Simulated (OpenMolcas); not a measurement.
**W³⁺ among point charges: CASSCF and CASPT2 levels and susceptibility**

How does a field of 3 point charges split the states of W³⁺, and what χT follows?

The numbers are computed with OpenMolcas 26.06 (state-averaged CASSCF and CASPT2, spin-orbit coupling by RASSI with atomic mean-field integrals), except any that are marked as measured or tabulated.

### 1 Starting point

- Species: W³⁺ (tungsten, Z = 74, 71 electrons)
- Basis: ANO-RCC-VDZP [7s6p4d2f1g], 68 functions
- Scalar Hamiltonian: DKH2, point nucleus
- Inactive shells: 1s 2s 2p 3s 3p 3d 4s 4p 4d 4f 5s 5p
- Active space: 3 electrons in 5 orbitals (5d)
- Some configurations of this space: 5d3
- Orbitals: optimised for each spin and parity, averaged over all roots

The outer shells:

5d3
```
5d [↑ ][↑ ][↑ ][  ][  ]
```

The ion sits among 3 point charges of -1.5 e arranged as a planar triangle (D3h), 1.99 Å from the ion.

The work runs as a chain of OpenMolcas steps in one folder; each step below is one input file. Labels, J, g values, rates, χT and fits are worked out afterwards by a script from the matrices that RASSI stores.

### 2 Basis and integrals

a.inp

```
&GATEWAY
Coord
1

W 0.0 0.0 0.0
Basis=ANO-RCC-VDZP
Group=NoSym
NoMove
AngMom=0.0 0.0 0.0
AMFI
XField
3 Angstrom 0
1.990000 0.000000 0.000000 -1.500000
-0.995000 1.723391 0.000000 -1.500000
-0.995000 -1.723391 0.000000 -1.500000
&SEWARD
```

The run is started by

```bash
$ OMP_NUM_THREADS=1 MOLCAS_MEM=1689 MOLCAS_PROJECT=a pymolcas a.inp > a.log
```

### 3 CASSCF: quartets, 10 roots

a.inp

```
&RASSCF
FileOrb=start.orb
Symmetry=1
Spin=4
nActEl=3 0 0
Inactive=34
Ras2=5
CIRoot=10 10 1
SDav=10
CIMx=300
Iter=120 100
PrWF=0.3
OrbListing=Nothing
MaxOrb=0
>>> COPY $Project.JobIph JOB001
```

start.orb holds the contracted functions of the basis, ordered by shell, or the orbitals of the step before.

### 4 Reference wave functions, doublets, 40 roots

a.inp

```
&RASSCF
FileOrb=start.orb
Symmetry=1
Spin=2
nActEl=3 0 0
Inactive=34
Ras2=5
CIRoot=40 40 1
SDav=40
CIMx=300
Iter=120 100
PrWF=0.3
OrbListing=Nothing
MaxOrb=0
>>> COPY $Project.JobIph JOB002
```

### 5 State interaction with spin-orbit coupling

a.inp

```
&RASSI
NrOfJobIphs=2 10 40
1 2 3 4 5 6 7 8 9 10
1 2 3 4 5 6 7 8 9 10 11 12 13 14 15 16 17 18 19 20 21 22 23 24 25 26 27
28 29 30 31 32 33 34 35 36 37 38 39 40
IphNames
JOB001
JOB002
EJob
SpinOrbit
DIPRint=1.0
SOCoupling=1000.0
Subsets=2
Property=9
'ANGMOM' 1 'ANGMOM' 2 'ANGMOM' 3 'MLTPL  1' 1 'MLTPL  1' 2 'MLTPL  1' 3
'AMFI' 1 'AMFI' 2 'AMFI' 3
SOProperty=3
'ANGMOM' 1 'ANGMOM' 2 'ANGMOM' 3
```

### 6 CASPT2: IPEA 0.25, imaginary shift 0.1 (closed shells correlated: 4f 5s 5p)

a.inp

```
>>> COPY JOB001 $Project.JobIph
&CASPT2
Multistate=10 1 2 3 4 5 6 7 8 9 10
NoMult
Frozen=23
IPEA=0.25
Imaginary=0.1
MaxIter=60
WThr=0.0 0.3 0.05
PrWF=0.5
NoMix
>>> COPY JOB002 $Project.JobIph
&CASPT2
Multistate=40 1 2 3 4 5 6 7 8 9 10 11 12 13 14 15 16 17 18 19 20 21 22
23 24 25 26 27 28 29 30 31 32 33 34 35 36 37 38 39 40
NoMult
Frozen=23
IPEA=0.25
Imaginary=0.1
MaxIter=60
WThr=0.0 0.3 0.05
PrWF=0.5
NoMix
```

(Steps that only read results are left out.)

What does the calculation give? Wanted: spin-free ground state; first state of the same spin within the active space; lowest level; next level.

As calculated:

```
                                            quantity                                                                           value
                                              method  SS-CASPT2, IPEA 0.25, imaginary shift 0.1 (closed shells correlated: 4f 5s 5p)
                              spin-free ground state                                                 4A2, 1-fold in its orbital part
first state of the same spin within the active space                                                                4A1 at 7590 cm⁻¹
                                        lowest level                                               2-fold E3/2, g = 0.00, 0.00, 5.24
                                          next level                                                                      537.2 cm⁻¹
                                         χT at 300 K                                                                  1.06 cm³ K/mol
                           effective moment at 300 K                                                                         2.91 μB
```

Cost by method:

| method | time of its own steps | time with the reference |
| --- | --- | --- |
| A. CASSCF | 24 s | 24 s |
| B. SS-CASPT2, IPEA 0.25, imaginary shift 0.1, +4f 5s 5p | 29 s | 53 s |

Times are of one thread on a shared host.

The spin-free ground state (4A2) comes to 62 % from free-ion P terms and keeps the highest spin of the shell. χT at 300 K is 1.06, against 1.88 cm³ K/mol for the spin alone, so spin-orbit coupling lowers it. CASPT2 does not keep the components of a term degenerate, and the means are used. The field of point charges can differ much from that of real complexes. Point charges carry no covalency, so the field is a model and not that of real ligands.
